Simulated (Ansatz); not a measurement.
# C2H12BNSi2: basis-set convergence

An exercise on one series of results from a longer session: the logs are not shown, and one member is left open.

Program: Ansatz 0.2.0, Gaussian basis. Level of theory: one geometry, several basis sets. These are calculated values, not measurements.

The runs, in order: PBE0-D4/def2-SVP; ωB97M-V/def2-SVP; PBE0-D4/def2-QZVPP; ωB97M-V/def2-QZVPP; the functionals' def2-TZVPP values are taken from earlier runs.

1 further run of the same task is left out (it didn't finish).

## The geometry

The geometry comes from an earlier relaxation with PBE0-D4 in a triple-zeta def2 set; it is a stationary point, not always the lowest conformer.

SMILES `BN(CC)[SiH2][SiH3]`, 18 atoms, charge 0, spin multiplicity 1.

Atoms are counted from 1 here; the program's logs count them from 0.

Bond lengths: B1–N2 1.395 Å, B1–H7 1.200 Å, B1–H8 1.198 Å, N2–C3 1.466 Å, N2–Si5 1.756 Å, C3–C4 1.516 Å, C3–H9 1.097 Å, C3–H10 1.092 Å, C4–H11 1.092 Å, C4–H12 1.093 Å, C4–H13 1.092 Å, Si5–Si6 2.345 Å, Si5–H14 1.483 Å, Si5–H15 1.491 Å, Si6–H16 1.489 Å, Si6–H17 1.489 Å, Si6–H18 1.488 Å. Angles: N2–B1–H7 119.2°, N2–B1–H8 119.4°, H7–B1–H8 121.4°, B1–N2–C3 121.2°, B1–N2–Si5 122.0°, C3–N2–Si5 116.7°, N2–C3–C4 112.4°, N2–C3–H9 109.4°, N2–C3–H10 108.3°, C4–C3–H9 109.8°, C4–C3–H10 110.1°, H9–C3–H10 106.6°, C3–C4–H11 110.3°, C3–C4–H12 110.6°, C3–C4–H13 111.2°, H11–C4–H12 108.4°, H11–C4–H13 108.1°, H12–C4–H13 108.1° and more.

Set-up of the first run:

File in.yaml:

```yaml
crystal:
  periodic: [false, false, false]
  atoms:
    - {symbol: B, position_ang: [-1.340298, -0.985406, -1.313502]}
    - {symbol: N, position_ang: [-0.392165, -0.456314, -0.436928]}
    - {symbol: C, position_ang: [1.001354, -0.264721, -0.850736]}
    - {symbol: C, position_ang: [1.872987, -1.457737, -0.510679]}
    - {symbol: Si, position_ang: [-0.813449, 0.068055, 1.184922]}
    - {symbol: Si, position_ang: [-0.913322, 2.408728, 1.291168]}
    - {symbol: H, position_ang: [-1.010712, -1.266760, -2.432661]}
    - {symbol: H, position_ang: [-2.465955, -1.143683, -0.936225]}
    - {symbol: H, position_ang: [1.402499, 0.637579, -0.373418]}
    - {symbol: H, position_ang: [1.017961, -0.082566, -1.927813]}
    - {symbol: H, position_ang: [1.513845, -2.349697, -1.028513]}
    - {symbol: H, position_ang: [2.907255, -1.277061, -0.813057]}
    - {symbol: H, position_ang: [1.863442, -1.661060, 0.562494]}
    - {symbol: H, position_ang: [-2.116134, -0.532668, 1.560204]}
    - {symbol: H, position_ang: [0.233204, -0.406360, 2.135050]}
    - {symbol: H, position_ang: [0.370243, 3.006931, 0.829744]}
    - {symbol: H, position_ang: [-1.160905, 2.854612, 2.689819]}
    - {symbol: H, position_ang: [-2.007453, 2.919330, 0.421930]}
basis:
  gaussian: {orbitals: def2-SVP}
hamiltonian: {xc: pbe0, dispersion: d4}
output: {orbitals: {seedname: orbitals}}
```

Launch:

```console
ansatz run in.yaml --threads 4 --pin off --events-out ev --progress --plain --max-ram 11315MiB
```

Among the steps run: PBE0-D4 in def2-SVP; ωB97M-V in def2-SVP; PBE0-D4 in def2-QZVPP; ωB97M-V in def2-QZVPP.

One table of the session follows, with a row left open; its other results are not shown here.

It belongs to the step «Density functionals: the series». 

| functional | basis | HOMO (eV) | LUMO (eV) |
| --- | --- | --- | --- |
| PBE0-D4 | def2-SVP | -7.53 | -0.08 |
| PBE0-D4 | def2-TZVPP | ? | ? |
| PBE0-D4 | def2-QZVPP | -7.53 | -0.37 |
| ωB97M-V | def2-SVP | -9.61 | 1.90 |
| ωB97M-V | def2-TZVPP | -9.64 | 1.49 |
| ωB97M-V | def2-QZVPP | -9.64 | 1.24 |

Estimate the missing values for PBE0-D4, def2-TZVPP.

The run gave: HOMO (eV): -7.53; LUMO (eV): -0.31.
